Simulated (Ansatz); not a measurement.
CsLiCr2Te2S3:

```
CELL_PARAMETERS angstrom
3.60358 0.00000 0.00000
-1.80179 3.12079 0.00000
0.00000 0.00000 19.06651
ATOMIC_POSITIONS crystal
Cs 0.00000 0.00000 0.37399
Li 0.66667 0.33333 0.01607
Cr 0.00000 0.00000 0.86637
Cr 0.33333 0.66667 0.16833
Te 0.33333 0.66667 0.53891
Te 0.66667 0.33333 0.77276
S 0.00000 0.00000 0.10030
S 0.33333 0.66667 0.92920
S 0.66667 0.33333 0.23408
```

The cell was built by a generator and needn't be a form met in nature.

- Program: Ansatz 0.2.0
- Task: single point
- Functional: PBE
- Potentials or basis: Ansatz PAW
- Cutoff: 420 eV (not typed: the program's choice for these potentials)
- k mesh: 9 × 9 × 2
- Occupations: fermi-dirac, width 0.05 eV
- Spin: collinear spin, ferromagnetic start
- Starting moments: [0.0, 0.0, 3.0, 3.0, 0.0, 0.0, 0.0, 0.0, 0.0] μB

On this cell: pressure 0.0 GPa; largest force 0.033 eV/Å; net moment 5.64 μB per cell; site moments Cs +0.00; Li -0.01; Cr +2.58, +2.74; Te -0.01, -0.15; S -0.05, -0.06 μB; band gap on the k mesh none (metal or under the smearing width).

The same run follows on a disturbed copy (atoms moved at random, drawn with an rms of 0.05 Å):

```
Cs Li Cr Te S
1.0
     3.60358    0.00000    0.00000
    -1.80179    3.12079    0.00000
     0.00000    0.00000   19.06651
Cs Li Cr Te S
1 1 2 2 3
Direct
  0.98833 0.00147 0.37267
  0.65680 0.33658 0.01809
  0.00588 0.99605 0.86809
  0.33910 0.66741 0.16782
  0.32562 0.65889 0.53663
  0.66025 0.33155 0.77470
  0.98849 0.98642 0.09889
  0.34275 0.67646 0.92928
  0.66133 0.34103 0.23365
```

Task: What does the disturbed cell give?

Result: The energy (extrapolated to zero smearing) moves by +3.4 meV/atom; pressure 0.3 GPa; largest force 0.369 eV/Å; net moment 5.64 μB per cell; site moments Cs +0.00; Li -0.01; Cr +2.54, +2.71; Te -0.01, -0.14; S -0.04, -0.06 μB; band gap on the k mesh none (metal or under the smearing width).

Forces in eV/Å, atoms in the order of the input:
```
Cs   0.011  0.002  0.078
Li   0.029 -0.025 -0.069
Cr  -0.151  0.188 -0.135
Cr  -0.366 -0.033 -0.035
Te  -0.011  0.012  0.010
Te   0.124  0.029 -0.050
S    0.107  0.236  0.132
S    0.010 -0.225  0.172
S    0.248 -0.184 -0.104
```

Stress tensor (GPa, compression positive):
```
 0.44  0.04 -0.04
 0.04  0.06 -0.48
-0.04 -0.48  0.39
```

Caveats: only a ferromagnetic start was run, and an antiferromagnetic order may lie lower in energy.
